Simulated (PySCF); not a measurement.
**SrS: from the state search to spectroscopic constants**

The task here is to estimate one member of a computed series from the others.

Method: Sr def2-SVPD with ECP28, S def2-SVPD, scalar-relativistic core potentials; program: PySCF 2.14.0.

The first run:

The job is set up so:

```yaml
atoms: Sr, S
charge: 0
basis: Sr def2-SVPD with ECP28, S def2-SVPD
Hamiltonian: scalar-relativistic core potentials
basis_functions: 53
electrons_treated: 26
masses_in_u: 87.9056, 31.9721
levels: PBE0, PBE, r²SCAN, TPSSh, M06-2X, MN15, CAM-B3LYP, HF, MP2, SCS-MP2, CCSD, CCSD(T)
grid: 80 radial by 434 angular points
occupations: held fixed by the projection of orbital angular momentum
dissociation_limit: Sr + S, each in its ground configuration
starting_distance_in_angstrom: 2.695
values_of_2S_to_try: 0, 2
```

Launch:

```sh
$ OMP_NUM_THREADS=1 python dia.py task.json out
```

Among the steps run: Set-up; The PBE0 curve of the state that the search chose; Higher solutions at PBE0; PBE; r²SCAN (meta-GGA); TPSSh (hybrid meta-GGA); M06-2X (hybrid meta-GGA); MN15 (hybrid meta-GGA); CAM-B3LYP; RHF; Adding correlation.

One of the session's tables, all rows but one given; the rest of the session is left out.

It belongs to the step «The curves together». Energy (eV) from each level's lowest point:

```
R (Å)    RHF  RHF-MP2  RHF-SCS-MP2  RHF-CCSD  RHF-CCSD(T)
2.122  1.563    1.474        1.505       n/a          n/a
2.220  0.756    0.723        0.744     0.744        0.807
2.319  0.278    0.277        0.289     0.287        0.335
2.393  0.084    0.094        0.101     0.098        0.132
2.467  0.000    0.009        0.012     0.010        0.028
2.541  0.002    0.000        0.000     0.000        0.000
2.640  0.105    0.074        0.070     0.077        0.049
2.763      ?        ?            ?         ?            ?
2.911  0.720    0.543        0.527     0.572        0.466
3.108  1.259    0.987        0.941       n/a          n/a
```

**Question.** Estimate the row for R (Å) = 2.763.

Worked estimate for «RHF». A straight line through the neighbours (2.640, 0.105) and (2.911, 0.720) gives 0.105 + (0.720 − 0.105) × (2.763 − 2.640) / (2.911 − 2.640) = 0.384; a parabola fitted to 4 rows on both sides gives 0.362.

**Answer.** RHF: 0.344; RHF-MP2: 0.255; RHF-SCS-MP2: 0.248; RHF-CCSD: 0.270; RHF-CCSD(T): 0.203. In «RHF» the line misses by +0.040 and the parabola by +0.018.
